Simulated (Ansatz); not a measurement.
**A workflow on AlF3 (SMILES F[Al](F)F)**

Aim: a series of 40 runs (HF/STO-3G, UHF/STO-3G, HF/3-21G, UHF/3-21G, HF/6-31G*, UHF/6-31G*, B3LYP/6-31G*, UB3LYP/6-31G*, and more) of AlF3. 

The calculation is run with Ansatz 0.2.0.

## Step 1: The structure to begin with

AlF3: 4 atoms, total charge 0, spin state singlet. As SMILES, `F[Al](F)F`. The shape is that of a PBE0-D4/def2-TZVP optimisation. The run starts from this shape.

Bond lengths: F1–Al2 1.629 Å, Al2–F3 1.629 Å, Al2–F4 1.629 Å. Angles: F1–Al2–F3 120.0°, F1–Al2–F4 120.0°, F3–Al2–F4 120.0°.

## Step 2: A structure relaxation at HF/STO-3G (run 1)

in.yaml

```yaml
crystal:
  periodic: [false, false, false]
  atoms:
    - {symbol: F, position_ang: [0.859410, -0.722590, 1.180170]}
    - {symbol: Al, position_ang: [-0.000000, -0.000010, -0.000000]}
    - {symbol: F, position_ang: [-1.440740, -0.612530, -0.450110]}
    - {symbol: F, position_ang: [0.581330, 1.335130, -0.730040]}
basis:
  gaussian:
    orbitals: STO-3G
output: {orbitals: {seedname: orbitals}}
hamiltonian:
  xc: hf
relax:
  f_tol: 0.002
```

Run with:

```console
$ ansatz run in.yaml --threads 1 --pin off --max-ram 3480MiB --events-out events.jsonl --progress --plain --runs-dir runs
```

Log:

```text
Warning: RAYON_NUM_THREADS=1 ignored (pool sized by the plan → 1); use --threads N
The last accepted step is kept in runs//last_step.txt (removed where the run ends without a failure and the disk answers)
[... 43 lines left out ...]
Total energy: -14510.46524897 eV, -533.2497623529 hartree
[... 4 lines left out ...]
Dipole moment:    -0.000005    -0.000006     0.000002 e Å
```

It took 0.76 s on 1 thread of AMD EPYC 9R45 (Zen 5), shared host; peak memory 0.097 GiB.

Step by step:

```csv
step,energy from the first frame kept (eV),largest force (eV/Å)
1,0.0000,1.1518
2,-0.0385,0.5999
3,-0.0369,0.4222
4,-0.0520,0.0027
5,-0.0520,0.0000
```

After the run. Bond lengths: F1–Al2 1.600 Å, Al2–F3 1.600 Å, Al2–F4 1.600 Å. Angles: F1–Al2–F3 120.0°, F1–Al2–F4 120.0°, F3–Al2–F4 120.0°.

## Step 3: Vibrational wavenumbers at HF/STO-3G (run 2)

run.yaml

```yaml
crystal:
  periodic: [false, false, false]
  atoms:
    - {symbol: F, position_ang: [0.843883, -0.709544, 1.158851]}
    - {symbol: Al, position_ang: [-0.000002, -0.000002, 0.000006]}
    - {symbol: F, position_ang: [-1.414711, -0.601469, -0.441978]}
    - {symbol: F, position_ang: [0.570830, 1.311016, -0.716859]}
basis:
  gaussian:
    orbitals: STO-3G
hamiltonian:
  xc: hf
phonons:
  temperatures: {t_min: 298.15, t_max: 298.15, t_step: 1}
```

Run with:

```console
$ ansatz run run.yaml --threads 1 --pin off --max-ram 3480MiB --events-out events.jsonl --progress --plain --runs-dir runs
```

Log:

```text
Warning: RAYON_NUM_THREADS=1 ignored (pool sized by the plan → 1); use --threads N
[... 55 lines left out ...]
Total energy: -14510.46524106 eV, -533.2497620625 hartree
[... 4 lines left out ...]
Dipole moment:    -0.000002    -0.000006     0.000003 e Å
Vibrations: 263.57 263.57 293.44 774.12 1135.34 1135.34 cm⁻¹, zero-point energy 0.239624 eV
```

Run time: 0.96 s. Hardware: 1 thread of AMD EPYC 9R45 (Zen 5), shared host.

Runs 3 to 13 aren't shown in full; the table further down has their settings and results.

## Step 4: The harmonic vibrations at B3LYP/6-31G(d) (Cartesian functions) (run 14)

in.yaml

```yaml
crystal:
  periodic: [false, false, false]
  atoms:
    - {symbol: F, position_ang: [0.864697, -0.727024, 1.187583]}
    - {symbol: Al, position_ang: [0.000152, -0.000196, -0.000229]}
    - {symbol: F, position_ang: [-1.449747, -0.616282, -0.452827]}
    - {symbol: F, position_ang: [0.584898, 1.343502, -0.734507]}
basis:
  gaussian:
    orbitals: "6-31G*"
hamiltonian:
  xc: {name: B3LYP}
phonons:
  temperatures:
    t_min: 298.15
    t_max: 298.15
    t_step: 1
```

Run with:

```console
$ ansatz run in.yaml --threads 1 --pin off --max-ram 3480MiB --events-out events.jsonl --progress --plain --runs-dir runs
```

Log:

```text
Warning: RAYON_NUM_THREADS=1 ignored (pool sized by the plan → 1); use --threads N
[... 89 lines left out ...]
Total energy: -14753.20408432 eV, -542.1702500178 hartree
[... 4 lines left out ...]
Dipole moment:     0.000313    -0.000403    -0.000480 e Å
Vibrations: 257.88 257.94 294.96 704.79 986.28 986.32 cm⁻¹, zero-point energy 0.216239 eV
```

Run time: 7.5 s. Hardware: 1 thread of AMD EPYC 9R45 (Zen 5), shared host; peak memory 0.13 GiB.

Runs 15 to 39 aren't shown in full; the table further down has their settings and results.

## Step 5: The doublet cation: a structure relaxation at UMP2/aug-cc-pVDZ (run 40)

in.yaml

```yaml
crystal:
  periodic: [false, false, false]
  atoms:
    - {symbol: F, position_ang: [0.878624, -0.738760, 1.206563]}
    - {symbol: Al, position_ang: [-0.000001, -0.000001, 0.000005]}
    - {symbol: F, position_ang: [-1.472955, -0.626234, -0.460173]}
    - {symbol: F, position_ang: [0.594332, 1.364995, -0.746376]}
basis:
  gaussian:
    orbitals: aug-cc-pVDZ
total_charge: 1
magnetization:
  spin_polarized: true
  initial_magnetization: 1
correlation:
  method: mp2
relax: {}
```

Run with:

```console
$ ansatz run in.yaml --threads 1 --pin off --max-ram 3480MiB --events-out events.jsonl --progress --plain --runs-dir runs
```

Log:

```text
Warning: RAYON_NUM_THREADS=1 ignored (pool sized by the plan → 1); use --threads N
[... 1 set-up line as earlier in the session ...]
[... 29 lines left out ...]
8 core orbitals not correlated: weight in the atoms' cores, before any rotation towards them, 1.000 or more for the frozen orbitals, at most 0.000 for the correlated occupied ones
[... 32 lines left out ...]
8 core orbitals not correlated: weight in the atoms' cores, before any rotation towards them, 1.000 or more for the frozen orbitals, at most 0.000 for the correlated occupied ones
[... 27 lines left out ...]
Dipole moment:     0.098759    -0.083836     0.130069 e Å
Checks for a lower state left out: cluster_reference
```

Run time: 28 s. Hardware: 1 thread of AMD EPYC 9R45 (Zen 5), shared host; peak memory 0.29 GiB.

The path in brief:

```csv
step,energy from the first frame kept (eV),largest force (eV/Å)
1,0.0000,8.0063
2,-0.4926,5.3572
3,-1.1113,1.8384
4,-1.2560,0.4298
5,-1.2663,0.0884
6,-1.2666,0.0478
7,-1.2667,0.0071
```

After the run. Bond lengths: F1–Al2 2.057 Å, Al2–F3 1.629 Å, Al2–F4 1.629 Å. Angles: F1–Al2–F3 99.0°, F1–Al2–F4 99.0°, F3–Al2–F4 162.0°.

## Step 6: The series

```csv
run,level,task,walk f tol,partner,energy (Eh),dipole moment (D),wall time
1,HF/STO-3G,optimise,0.002,base,-533.249762,0.00,0.76 s
2,HF/STO-3G,frequencies,–,base,-533.249762,0.00,0.96 s
3,UHF/STO-3G,energy,–,cation,-532.947883,–,0.2 s
4,UHF/STO-3G,optimise,–,cation,-532.997416,–,1.8 s
5,HF/3-21G,optimise,0.002,base,-537.523259,0.00,0.66 s
6,HF/3-21G,frequencies,–,base,-537.523259,0.00,1.6 s
7,UHF/3-21G,energy,–,cation,-537.018556,–,0.52 s
8,UHF/3-21G,optimise,–,cation,-537.071067,–,2.1 s
9,HF/6-31G* (Cartesian functions),optimise,0.002,base,-540.450445,0.00,1.8 s
10,HF/6-31G* (Cartesian functions),frequencies,–,base,-540.450445,0.00,3.9 s
11,UHF/6-31G* (Cartesian functions),energy,–,cation,-539.930364,–,1.1 s
12,UHF/6-31G* (Cartesian functions),optimise,–,cation,-539.984924,–,5.7 s
13,B3LYP/6-31G* (Cartesian functions),optimise,0.002,base,-542.170250,0.00,3.3 s
14,B3LYP/6-31G* (Cartesian functions),frequencies,–,base,-542.170250,0.00,7.5 s
15,UB3LYP/6-31G* (Cartesian functions),energy,–,cation,-541.660029,–,1.9 s
16,UB3LYP/6-31G* (Cartesian functions),optimise,–,cation,-541.661425,–,10 s
17,PBE/def2-SVP,optimise,0.002,base,-541.435180,0.00,2.4 s
18,PBE/def2-SVP,frequencies,–,base,-541.435180,0.00,2.6 s
19,UPBE/def2-SVP,energy,–,cation,-540.949869,–,6.9 s
20,UPBE/def2-SVP,optimise,–,cation,-540.951638,–,15 s
21,MP2/6-31G* (Cartesian functions),optimise,0.002,base,-541.023603,0.00,2.7 s
22,MP2/6-31G* (Cartesian functions),frequencies,–,base,-541.023603,0.00,4.2 s
23,UMP2/6-31G* (Cartesian functions),energy,–,cation,-540.452641,–,2.8 s
24,UMP2/6-31G* (Cartesian functions),optimise,–,cation,-540.501960,–,11 s
25,SVWN5/def2-TZVP,optimise,0.002,base,-539.398428,0.00,2.8 s
26,SVWN5/def2-TZVP,frequencies,–,base,-539.398428,0.00,11 s
27,wB97X-V/def2-TZVP,optimise,0.002,base,-542.190554,0.00,15 s
28,wB97X-V/def2-TZVP,frequencies,–,base,-542.190554,0.00,50 s
29,r2SCAN/def2-TZVP,optimise,0.002,base,-542.188876,0.00,6.9 s
30,r2SCAN/def2-TZVP,frequencies,–,base,-542.188876,0.00,23 s
31,HF/cc-pVTZ,optimise,0.002,base,-540.593918,0.00,3.6 s
32,HF/cc-pVTZ,frequencies,–,base,-540.593918,0.00,4.8 s
33,UHF/cc-pVTZ,energy,–,cation,-540.071766,–,6 s
34,UHF/cc-pVTZ,optimise,–,cation,-540.124676,–,21 s
35,PBE-D3(BJ)/def2-TZVP,optimise,0.002,base,-541.913991,0.00,4.8 s
36,PBE-D3(BJ)/def2-TZVP,frequencies,–,base,-541.913991,0.00,14 s
37,MP2/aug-cc-pVDZ,optimise,0.002,base,-541.185400,0.00,7.8 s
38,MP2/aug-cc-pVDZ,frequencies,–,base,-541.185400,0.00,12 s
39,UMP2/aug-cc-pVDZ,energy,–,cation,-540.600959,–,11 s
40,UMP2/aug-cc-pVDZ,optimise,–,cation,-540.647512,–,28 s
```

## Step 7: Outcome

| quantity | value |
| --- | --- |
| doublet cation, run 40: total energy at the end | -540.64751 Eh |
| doublet cation, run 40: correlation energy (8 core orbitals frozen) | -615.5 mEh |
| doublet cation, run 40: ⟨S²⟩ of the reference determinant | 0.754 |
| vertical ionisation energy (to the doublet cation), HF/STO-3G | 8.215 eV |
| vertical ionisation energy (to the doublet cation), HF/3-21G | 13.734 eV |
| adiabatic ionisation energy (to the doublet cation, no zero-point term), HF/STO-3G | 6.867 eV |
| adiabatic ionisation energy (to the doublet cation, no zero-point term), HF/3-21G | 12.305 eV |
| adiabatic ionisation energy (to the doublet cation, no zero-point term), HF/6-31G* | 12.667 eV |
| adiabatic ionisation energy (to the doublet cation, no zero-point term), PBE/def2-SVP | 13.158 eV |
| adiabatic ionisation energy (to the doublet cation, no zero-point term), MP2/6-31G* | 14.195 eV |
| adiabatic ionisation energy (to the doublet cation, no zero-point term), HF/cc-pVTZ | 12.769 eV |

What this shows: At HF/STO-3G: the vertical ionisation energy comes to 8.21 eV (189 kcal/mol). In a minimal basis such a difference can be off by several eV, whatever the method. At HF/3-21G: the vertical ionisation energy comes to 13.73 eV (317 kcal/mol). At HF/STO-3G: the adiabatic ionisation energy (to the doublet cation, no zero-point term) is 6.87 eV (663 kJ/mol). At HF/3-21G: the adiabatic ionisation energy (to the doublet cation, no zero-point term) is 12.30 eV (1187 kJ/mol). At HF/6-31G*: the adiabatic ionisation energy (to the doublet cation, no zero-point term) is 12.67 eV (292 kcal/mol). Totals of different functionals can't be ranked against each other. In runs 1, 2, 3, 4 the basis is minimal, so the values are rough. All runs together took 5.2 min, the longest 50 s.
